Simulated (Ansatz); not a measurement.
# CH5BN2O: the cost of one run

Method: UKS B3LYP-D4/STO-3G, in Ansatz 0.2.0.

## (1) The system as given

Bond lengths: C1–N2 1.226 Å, N2–B3 1.494 Å, B3–N4 1.460 Å, B3–O5 1.496 Å, C1–H6 1.089 Å, C1–H7 1.127 Å, N4–H8 1.059 Å, N4–H9 1.036 Å, O5–H10 0.959 Å. Angles: C1–N2–B3 121.3°, N2–C1–H6 126.7°, N2–C1–H7 118.8°, H6–C1–H7 114.3°, N2–B3–N4 125.1°, N2–B3–O5 118.3°, N4–B3–O5 116.6°, B3–N4–H8 106.0°, B3–N4–H9 115.0°, H8–N4–H9 107.9°, B3–O5–H10 105.9°.

Structure file:

```xyz
10

C    -1.0503    1.1353   -0.9978
N     0.1427    0.9718   -0.7651
B     0.6069   -0.0085    0.2628
N    -0.2684   -0.8275    1.0960
O     2.0779   -0.1501    0.4938
H    -1.8844    0.6696   -0.4754
H    -1.3544    1.9025   -1.7657
H    -0.7729   -1.4822    0.4339
H     0.2178   -1.4049    1.8061
H     2.3682   -0.8570   -0.0857
```

## (2) Relaxing the start

Contents of input.yaml:

```yaml
crystal:
  periodic: [false, false, false]
  atoms:
    - { symbol: C, position_ang: [-1.0503, 1.1353, -0.9978] }
    - { symbol: "N", position_ang: [0.1427, 0.9718, -0.7651] }
    - { symbol: B, position_ang: [0.6069, -0.0085, 0.2628] }
    - { symbol: "N", position_ang: [-0.2684, -0.8275, 1.096] }
    - { symbol: O, position_ang: [2.0779, -0.1501, 0.4938] }
    - { symbol: H, position_ang: [-1.8844, 0.6696, -0.4754] }
    - { symbol: H, position_ang: [-1.3544, 1.9025, -1.7657] }
    - { symbol: H, position_ang: [-0.7729, -1.4822, 0.4339] }
    - { symbol: H, position_ang: [0.2178, -1.4049, 1.8061] }
    - { symbol: H, position_ang: [2.3682, -0.857, -0.0857] }
magnetization:
  spin_polarized: true
basis:
  gaussian: { orbitals: STO-3G }
hamiltonian:
  xc: b3lyp
  dispersion: d4
relax:
  f_tol: 0.02
  max_steps: 40
```

Launch:

```sh
$ ansatz run input.yaml --threads 1 --pin off --max-ram 2048MiB --backend cpu --events-out ev --progress --plain --runs-dir out
```

**Question.** How long does this run take on 1 thread of an Arm CPU, shared host, and how much memory does it need?

About 1.8 min, with a peak of 0.16 GiB.
